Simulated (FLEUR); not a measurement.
# Sn3Te (Pm-3m) in FLEUR: notebook

The runs below take Sn3Te through equation of state, with PBEsol.

Everything below comes from runs of FLEUR MaX-R8.1 (later development tree). Logs are shortened: lines on timing, memory, paths and dates and some standing lists are left out, and cuts for length are marked.

### 1 The crystal as given

Symmetry: Pm-3m, No. 221, cubic system. The conventional cell has a = 4.866 Å, b = 4.866 Å, c = 4.866 Å, α = 90.00°, β = 90.00°, γ = 90.00°. Te (site symmetry m-3m) is surrounded by 12 Sn at 3.44 Å. Sn (site symmetry 4/mmm) is surrounded by 4 Te at 3.44 Å and 8 Sn at 3.44 Å.

The cell comes from a database or a generator and needn't be the stable form of this composition.

### 2 Equation of state, PBEsol, 27.07 Å³/atom (volume scaled by 0.94)

inp.xml

```xml
<?xml version="1.0" encoding="UTF-8" standalone="no"?>
<fleurInput fleurInputVersion="0.39">
   <comment>
      Sn3Te                                                                                               
   </comment>
   <calculationSetup>
      <cutoffs Kmax="4.1" Gmax="12.7" GmaxXC="12.7" numbands="0"/>
      <scfLoop itmax="60" minDistance="0.00001" maxIterBroyd="15" imix="Anderson" alpha="0.05" precondParam="0.0" spinf="2.0" sdNocoIR="T"/>
      <coreElectrons ctail="T" frcor="F" kcrel="0" coretail_lmax="0"/>
      <xcFunctional name="PBEs" relativisticCorrections="F"/>
      <magnetism jspins="1"/>
      <soc l_soc="F" theta="0.0" phi="0.0" spav="F"/>
      <expertModes spex="0" secvar="F"/>
      <geometryOptimization l_f="F" forcealpha="1.0" forcemix="BFGS" epsdisp="0.0005" epsforce="0.0002"/>
      <ldaU l_linMix="F" mixParam="0.05" spinf="1.0"/>
   </calculationSetup>
   <cell>
      <bzIntegration valenceElectrons="88.0" mode="hist" fermiSmearingEnergy="0.00183747">
         <kPointListSelection listName="default-1"/>
         <!-- k-points included here -->
         <xi:include xmlns:xi="http://www.w3.org/2001/XInclude" href="kpts.xml"> </xi:include>
      </bzIntegration>
      <!-- symmetry operations included here -->
      <xi:include xmlns:xi="http://www.w3.org/2001/XInclude" href="sym.xml"> </xi:include>
      <bulkLattice scale="0.9795861087">
         <bravaisMatrix>
            <row-1>    9.1946930058285012     0.0000000000000000     0.0000000000000000</row-1>
            <row-2>    0.0000000000000000     9.1946930058285012     0.0000000000000000</row-2>
            <row-3>    0.0000000000000000     0.0000000000000000     9.1946930058285012</row-3>
         </bravaisMatrix>
      </bulkLattice>
[... 20 lines left out ...]
         <mtSphere radius="2.66" gridPoints="879" logIncrement="0.015"/>
         <atomicCutoffs lmax="10" lnonsphr="10"/>
         <electronConfig flipSpins="F">
            <coreConfig>(1s1/2) (2s1/2) (2p1/2) (2p3/2) (3s1/2) (3p1/2) (3p3/2) (3d3/2) (3d5/2)</coreConfig>
            <valenceConfig>(4s1/2) (4p1/2) (4p3/2) (5s1/2) (4d3/2) (4d5/2) (5p1/2) (5p3/2)</valenceConfig>
            <stateOccupation state="(5p1/2)" spinUp="0.333333" spinDown="0.333333"/>
            <stateOccupation state="(5p3/2)" spinUp="0.666667" spinDown="0.666667"/>
         </electronConfig>
         <energyParameters s="5" p="5" d="4" f="4"/>
         <lo type="SCLO" l="0" n="4" eDeriv="0"/>
         <lo type="SCLO" l="1" n="4" eDeriv="0"/>
         <lo type="SCLO" l="1" n="4" eDeriv="1"/>
         <lo type="SCLO" l="2" n="4" eDeriv="2"/>
         <lo type="SCLO" l="3" n="4" eDeriv="2"/>
      </species>
   </atomSpecies>
   <atomGroups>
      <atomGroup species="Tellurium (Te)">
         <relPos label="                   1">.0000000000 .0000000000 .0000000000</relPos>
         <force calculate="T" relaxXYZ="TTT"/>
      </atomGroup>
      <atomGroup species="Tin (Sn)">
         <relPos label="                   2">.0000000000 1.000/2.000 1.000/2.000</relPos>
         <relPos label="                   3">1.000/2.000 .0000000000 1.000/2.000</relPos>
         <relPos label="                   4">1.000/2.000 1.000/2.000 .0000000000</relPos>
         <force calculate="T" relaxXYZ="TTT"/>
      </atomGroup>
   </atomGroups>
   <output dos="F" band="F" slice="F">
      <checks vchk="F" cdinf="F"/>
      <bandDOS minEnergy="-.5*Htr" maxEnergy="0.5*Htr" sigma="0.015" storeEVData="T"/>
      <vacuumDOS vacdos="F" integ="F" star="F" nstars="0" locx1="0.0" locy1="0.0" locx2="0.0" locy2="0.0" nstm="0" tworkf="0.0"/>
      <unfoldingBand unfoldBand="F" supercellX="1" supercellY="1" supercellZ="1"/>
      <plotting iplot="0" polar="F">
         <plot TwoD="T" vec1="  1.0  0.0  0.0" vec2="  0.0  1.0  0.0" vec3="  0.0  0.0  1.0" zero="  0.0  0.0  0.0" file="plot"/>
      </plotting>
      <chargeDensitySlicing numkpt="0" minEigenval="0.0" maxEigenval="0.0" nnne="0" pallst="F"/>
      <specialOutput eonly="F"/>
      <moessbauerParams electricFieldGradient="T" isomerShift="T" coreHyperfine="T" valenceHyperfine="T"/>
      <magneticCircularDichroism mcd="F" energyLo="-10.0" energyUp="0.0"/>
   </output>
  <!-- We include the file relax.xml here to enable relaxations (see documentation) -->
  <xi:include xmlns:xi="http://www.w3.org/2001/XInclude" href="relax.xml"> <xi:fallback/> </xi:include>
</fleurInput>
```

Potentials or basis: all-electron, FLAPW.

Started as:

```sh
> inpgen -f crystal.txt -profile fastHighL
> # inp.xml edited to the form shown
> fleur_MPI
```

The log of the run:

```text
Welcome to FLEUR        (www.flapw.de)
      MaX-Release 8.1          (www.max-centre.eu)

 ========== k-point set info ==========
 Selected k-point list: default-1
 k-point list type: mesh
 6 x 6 x 6
 Number of k points: 20

 ------------Calculation Setup---------------------------
 Number of MPI-tasks      :            1
 Number of PE/node        :            1
 Number of OMP-threads    :            1
 Most efficient MPI parallelization for:
           1           2           4           5          10          20
 Additional eigenvalue parallelization possible
 Number of basis functions:         1040
 Approximate size of matrices (H+S) per k-point:         0.016 GB
 --------------------------------------------------------
 Iteration:     1   Distance:       4.45751407 me/bohr^3
 Iteration:     2   Distance:       4.17051712 me/bohr^3
 Iteration:     3   Distance:       1.35491870 me/bohr^3
 Iteration:     4   Distance:       0.32725410 me/bohr^3
 Iteration:     5   Distance:       0.20698232 me/bohr^3
 Iteration:     6   Distance:       0.07821789 me/bohr^3
 Iteration:     7   Distance:       0.02094874 me/bohr^3
 Iteration:     8   Distance:       0.01961919 me/bohr^3
 Iteration:     9   Distance:       0.00169485 me/bohr^3
 Iteration:    10   Distance:       0.00057319 me/bohr^3
 Iteration:    11   Distance:       0.00064989 me/bohr^3
 Iteration:    12   Distance:       0.00008498 me/bohr^3
 Iteration:    13   Distance:       0.00000878 me/bohr^3

 ********************************************************************
 Run finished successfully
 Stop message:
   all done
 ********************************************************************
```

out.xml (last iteration):

```text
<iteration numberForCurrentRun="   13" overallNumber="   13">
         <energyParameters units="Htr">
            <atomicEP atomType="1" spin="1" branch="5s" branchLowest="-5.57" branchHighest="0.33" value="-0.1339552712"/>
            <atomicEP atomType="1" spin="1" branch="5p" branchLowest="-3.74" branchHighest="0.96" value="0.1692608750"/>
            <atomicEP atomType="1" spin="1" branch="5d" branchLowest="-1.06" branchHighest="2.06" value="0.4194168441"/>
            <atomicEP atomType="1" spin="1" branch="4f" branchLowest="-9.99" branchHighest="1.56" value="0.5778547419"/>
            <loAtomicEP atomType="1" spin="1" branch="4p" branchLowest="-29.04" branchHighest="-3.74" value="-3.7500318924"/>
            <loAtomicEP atomType="1" spin="1" branch="4p" branchLowest="-29.04" branchHighest="-3.74" value="-3.7500318924"/>
            <loAtomicEP atomType="1" spin="1" branch="4d" branchLowest="-20.10" branchHighest="-1.06" value="-1.0690842729"/>
            <loAtomicEP atomType="1" spin="1" branch="4d" branchLowest="-20.10" branchHighest="-1.06" value="-1.0690842729"/>
            <loAtomicEP atomType="1" spin="1" branch="5s" branchLowest="-5.57" branchHighest="0.33" value="-0.1339552712"/>
            <loAtomicEP atomType="1" spin="1" branch="4f" branchLowest="-9.99" branchHighest="1.56" value="0.5778545498"/>
            <atomicEP atomType="2" spin="1" branch="5s" branchLowest="-4.46" branchHighest="0.69" value="0.0220308227"/>
            <atomicEP atomType="2" spin="1" branch="5p" branchLowest="-2.83" branchHighest="1.29" value="0.2454517327"/>
            <atomicEP atomType="2" spin="1" branch="4d" branchLowest="-16.92" branchHighest="-0.46" value="-0.4778957752"/>
            <atomicEP atomType="2" spin="1" branch="4f" branchLowest="-9.99" branchHighest="1.82" value="0.6018091470"/>
            <loAtomicEP atomType="2" spin="1" branch="4s" branchLowest="-30.56" branchHighest="-4.46" value="-4.4564314949"/>
            <loAtomicEP atomType="2" spin="1" branch="4p" branchLowest="-25.19" branchHighest="-2.83" value="-2.8414344079"/>
            <loAtomicEP atomType="2" spin="1" branch="4p" branchLowest="-25.19" branchHighest="-2.83" value="-2.8414344079"/>
            <loAtomicEP atomType="2" spin="1" branch="4d" branchLowest="-16.92" branchHighest="-0.46" value="-0.4906401360"/>
            <loAtomicEP atomType="2" spin="1" branch="4f" branchLowest="-9.99" branchHighest="1.82" value="0.6018107611"/>
         </energyParameters>
         <eigenvalues>
            <eigenvaluesAt spin="1" ikpt="1" k_x="0.00000000" k_y="0.00000000" k_z="0.00000000">
                      -4.4564346794       -4.4564289725       -4.4564289725       -3.7384191598       -3.7384191598
                      -3.7384191598       -2.8335050692       -2.8335050692       -2.8335050692       -2.8334973242
                      -2.8334973242       -2.8334973242       -2.8317894908       -2.8317894908       -2.8317894908
                      -1.0722294157       -1.0722294157       -1.0722294157       -1.0722199309       -1.0722199309
                      -0.4968115560       -0.4968115560       -0.4968115560       -0.4954380993       -0.4954380993
                      -0.4953325478       -0.4932063976       -0.4932063976       -0.4932063976       -0.4906719895
                      -0.4900246864       -0.4900246864       -0.4882097655       -0.4882097655       -0.4882097655
                      -0.1725347953       -0.0004840519        0.1124872086        0.1124872086        0.1314156177
                       0.1314156177        0.1314156177        0.3123355061        0.3123355061        0.3123355061
                       0.3691999397        0.3691999397        0.3691999397        0.4667459721        0.4776382895
                       0.4776382895        0.4896735014        0.4896735014        0.4896735014        0.5447755346
                       0.5447755346        0.5447755346        0.6794830311        0.7111608640        0.7111608640
                       0.7111608640        0.7804750275        0.8610224646        0.8610224646        0.8610224646
                       0.9283066064        0.9283066064
[... 63 lines left out ...]
            <state n="2" l="0" j="0.5" energy="-177.5400785035" weight="1.0000000000"/>
            <state n="2" l="1" j="0.5" energy="-166.3355083455" weight="1.0000000000"/>
            <state n="2" l="1" j="1.5" energy="-156.2553347438" weight="2.0000000000"/>
            <state n="3" l="0" j="0.5" energy="-34.9615986466" weight="1.0000000000"/>
            <state n="3" l="1" j="0.5" energy="-30.3540856995" weight="1.0000000000"/>
            <state n="3" l="1" j="1.5" energy="-28.4754447527" weight="2.0000000000"/>
            <state n="4" l="0" j="0.5" energy="-5.5726431734" weight="1.0000000000"/>
            <state n="3" l="2" j="1.5" energy="-20.3415313541" weight="2.0000000000"/>
            <state n="3" l="2" j="2.5" energy="-19.9485007757" weight="3.0000000000"/>
         </coreStates>
         <coreStates atomType="     2" atomicNumber=" 50" spin="1" kinEnergy="   6220.1374545820" eigValSum="  -3695.8958810195" lostElectrons=" 0.000000">
            <state n="1" l="0" j="0.5" energy="-1064.5581020077" weight="1.0000000000"/>
            <state n="2" l="0" j="0.5" energy="-160.2910754343" weight="1.0000000000"/>
            <state n="2" l="1" j="0.5" energy="-149.7170533814" weight="1.0000000000"/>
            <state n="2" l="1" j="1.5" energy="-141.2476604975" weight="2.0000000000"/>
            <state n="3" l="0" j="0.5" energy="-30.5586519074" weight="1.0000000000"/>
            <state n="3" l="1" j="0.5" energy="-26.2629369107" weight="1.0000000000"/>
            <state n="3" l="1" j="1.5" energy="-24.7164101142" weight="2.0000000000"/>
            <state n="3" l="2" j="1.5" energy="-17.1180243660" weight="2.0000000000"/>
            <state n="3" l="2" j="2.5" energy="-16.7986436377" weight="3.0000000000"/>
         </coreStates>
         <allElectronCharges>
            <spinDependentCharge spin="1" total="202.0000000" interstitial="7.4582324" mtSpheres="194.5417676"/>
            <totalCharge value="201.9999999961"/>
         </allElectronCharges>
         <moessbauerParams unitsHFF="kG" unitsIS="e/bohr^3" unitsEFG="Htr/bohr^2">
            <coreIsomerShift atomType="1" isTotal="231852.28235">
               <shell n="1" l="0" isomerShift="201377.33130"/>
               <shell n="2" l="0" isomerShift="23973.01976"/>
               <shell n="2" l="1" isomerShift="631.57669"/>
               <shell n="3" l="0" isomerShift="4736.37888"/>
               <shell n="3" l="1" isomerShift="135.36030"/>
               <shell n="4" l="0" isomerShift="998.61539"/>
               <shell n="3" l="2" isomerShift="0.00003"/>
            </coreIsomerShift>
            <coreIsomerShift atomType="2" isTotal="193344.82562">
               <shell n="1" l="0" isomerShift="169102.89085"/>
               <shell n="2" l="0" isomerShift="19816.44640"/>
               <shell n="2" l="1" isomerShift="477.18341"/>
               <shell n="3" l="0" isomerShift="3848.21380"/>
               <shell n="3" l="1" isomerShift="100.09114"/>
               <shell n="3" l="2" isomerShift="0.00002"/>
            </coreIsomerShift>
            <isomerShift atomType="1" nucleusRadius="0.0001189" averageDensity="231978.27443"/>
            <isomerShift atomType="2" nucleusRadius="0.0001161" averageDensity="194202.27403"/>
            <electricFieldGradient atomType="1" VXX="0.00000" VYY="0.00000" VZZ="0.00000" asymParam="0.00000">
            </electricFieldGradient>
            <electricFieldGradient atomType="2" VXX="0.55448" VYY="0.55448" VZZ="-1.10896" asymParam="0.00000">
            </electricFieldGradient>
         </moessbauerParams>
         <totalEnergy                                    value="   -25323.0007962979" units="Htr">
            <sumOfEigenvalues                            value="   -15301.9228708165">
               <coreElectrons value="-15178.2289835412"/>
               <valenceElectrons value="-123.6938872753"/>
            </sumOfEigenvalues>
            <densityCoulombPotentialIntegral value="-41121.8599110763"/>
            <densityEffectivePotentialIntegral value="-41990.9475133807"/>
            <chargeDenXCDenIntegral value="-660.9972159087"/>
            <FockExchangeEnergyValence value="0.0000000000"/>
            <FockExchangeEnergyCore value="0.0000000000"/>
            <atomTypeDependentContributions atomType="1">
               <electronNucleiInteractionDifferentMTs value="8238.4669274157"/>
               <MadelungTerm value="-26.1102818754"/>
            </atomTypeDependentContributions>
            <atomTypeDependentContributions atomType="2">
               <electronNucleiInteractionDifferentMTs value="22453.8912480781"/>
               <MadelungTerm value="-71.6298100461"/>
            </atomTypeDependentContributions>
            <tkbTimesEntropy value="0.0009787787"/>
            <freeEnergy value="-25323.0017750767"/>
            <extrapolationTo0K value="-25323.0012856873"/>
         </totalEnergy>
         <densityConvergence units="me/bohr^3">
            <chargeDensity spin="1" distance="0.0000087752"/>
         </densityConvergence>
      </iteration>
```

It took 2.3 min on 1 thread of Arm Neoverse V2, shared host; peak memory 0.1 GiB.

What came out:

| Property | Result |
| --- | --- |
| Free energy | -689073.9822 eV |
| Band gap on the k mesh | none (metal or under the smearing width) |
| Valence electrons inside the program's atomic spheres | Te 20.05; Sn 20.16 (radii Te 2.66, Sn 2.66 bohr) |

### 3 Equation of state, PBEsol, 27.65 Å³/atom (volume scaled by 0.96)

Changes to inp.xml since step 2:

```diff
@@ -24,3 +24,3 @@
       <xi:include xmlns:xi="http://www.w3.org/2001/XInclude" href="sym.xml"> </xi:include>
-      <bulkLattice scale="0.9795861087">
+      <bulkLattice scale="0.9864848297">
          <bravaisMatrix>
```

Potentials or basis: all-electron, FLAPW.

Started as:

```sh
> inpgen -f crystal.txt -profile fastHighL
> # inp.xml edited to the form shown
> fleur_MPI
```

It took 2.5 min on 1 thread of Arm Neoverse V2, shared host; peak memory 0.1 GiB.

Results (log left out):

```
Free energy                                           : -689073.9820 eV
Band gap on the k mesh                                : none (metal or under the smearing width)
Valence electrons inside the program's atomic spheres : Te 20.04; Sn 20.15 (radii Te 2.66, Sn 2.66 bohr)
```

### 4 Equation of state, PBEsol, 28.22 Å³/atom (volume scaled by 0.98)

Changes to inp.xml since step 3:

```diff
@@ -24,3 +24,3 @@
       <xi:include xmlns:xi="http://www.w3.org/2001/XInclude" href="sym.xml"> </xi:include>
-      <bulkLattice scale="0.9864848297">
+      <bulkLattice scale="0.9932883884">
          <bravaisMatrix>
```

Started as:

```sh
> inpgen -f crystal.txt -profile fastHighL
> # inp.xml edited to the form shown
> fleur_MPI
```

Run time: 2.6 min. Hardware: 1 thread of Arm Neoverse V2, shared host; peak memory 0.1 GiB.

It converged, with:

- Free energy: -689073.9675 eV
- Band gap on the k mesh: none (metal or under the smearing width)
- Valence electrons inside the program's atomic spheres: Te 20.02; Sn 20.13 (radii Te 2.66, Sn 2.66 bohr)

### 5 Equation of state, PBEsol, 28.80 Å³/atom

Changes to inp.xml since step 4:

```diff
@@ -24,3 +24,3 @@
       <xi:include xmlns:xi="http://www.w3.org/2001/XInclude" href="sym.xml"> </xi:include>
-      <bulkLattice scale="0.9932883884">
+      <bulkLattice scale="1.0000000000">
          <bravaisMatrix>
```

Started as:

```sh
> inpgen -f crystal.txt -profile fastHighL
> # inp.xml edited to the form shown
> fleur_MPI
```

Wall time 2.7 min (1 thread of Arm Neoverse V2, shared host); peak memory 0.1 GiB.

Results (log left out):

```
Free energy                                           : -689073.9399 eV
Band gap on the k mesh                                : none (metal or under the smearing width)
Valence electrons inside the program's atomic spheres : Te 20.01; Sn 20.12 (radii Te 2.66, Sn 2.66 bohr)
```

### 6 Equation of state, PBEsol, 29.37 Å³/atom (volume scaled by 1.02)

Changes to inp.xml since step 5:

```diff
@@ -24,3 +24,3 @@
       <xi:include xmlns:xi="http://www.w3.org/2001/XInclude" href="sym.xml"> </xi:include>
-      <bulkLattice scale="1.0000000000">
+      <bulkLattice scale="1.0066227096">
          <bravaisMatrix>
```

Potentials or basis: all-electron, FLAPW.

Started as:

```sh
> inpgen -f crystal.txt -profile fastHighL
> # inp.xml edited to the form shown
> fleur_MPI
```

It took 3 min on 1 thread of Arm Neoverse V2, shared host; peak memory 0.11 GiB.

Results (log left out):

```
Free energy                                           : -689073.9007 eV
Band gap on the k mesh                                : none (metal or under the smearing width)
Valence electrons inside the program's atomic spheres : Te 20.00; Sn 20.10 (radii Te 2.66, Sn 2.66 bohr)
```

### 7 Equation of state, PBEsol, 29.95 Å³/atom (volume scaled by 1.04)

Changes to inp.xml since step 6:

```diff
@@ -24,3 +24,3 @@
       <xi:include xmlns:xi="http://www.w3.org/2001/XInclude" href="sym.xml"> </xi:include>
-      <bulkLattice scale="1.0066227096">
+      <bulkLattice scale="1.0131594038">
          <bravaisMatrix>
```

Started as:

```sh
> inpgen -f crystal.txt -profile fastHighL
> # inp.xml edited to the form shown
> fleur_MPI
```

Wall time 3.1 min (1 thread of Arm Neoverse V2, shared host); peak memory 0.11 GiB.

It converged, with:

```
Free energy                                           : -689073.8510 eV
Band gap on the k mesh                                : none (metal or under the smearing width)
Valence electrons inside the program's atomic spheres : Te 20.00; Sn 20.09 (radii Te 2.66, Sn 2.66 bohr)
```

### 8 Equation of state, PBEsol, 30.53 Å³/atom (volume scaled by 1.06)

Changes to inp.xml since step 7:

```diff
@@ -24,3 +24,3 @@
       <xi:include xmlns:xi="http://www.w3.org/2001/XInclude" href="sym.xml"> </xi:include>
-      <bulkLattice scale="1.0131594038">
+      <bulkLattice scale="1.0196128224">
          <bravaisMatrix>
```

Started as:

```sh
> inpgen -f crystal.txt -profile fastHighL
> # inp.xml edited to the form shown
> fleur_MPI
```

It took 3.1 min on 1 thread of Arm Neoverse V2, shared host; peak memory 0.11 GiB.

It converged, with:

* Free energy: -689073.7919 eV
* Band gap on the k mesh: none (metal or under the smearing width)
* Valence electrons inside the program's atomic spheres: Te 19.99; Sn 20.08 (radii Te 2.66, Sn 2.66 bohr)

### 9 Equation of state, PBEsol

Potentials or basis: all-electron, FLAPW.

This step only gathers the single runs of the series.

Results:

* Equilibrium volume: 27.35 Å³/atom
* Bulk modulus: 50 GPa
* Pressure derivative of the bulk modulus: 4.1

Energy against volume, from the lowest point:
```tsv
volume (Å³/atom)	energy (meV/atom)
27.070	0.00
27.646	0.04
28.222	3.68
28.798	10.58
29.373	20.38
29.949	32.79
30.525	47.58
```

Spin-orbit coupling is left out, which matters for the levels of Te.
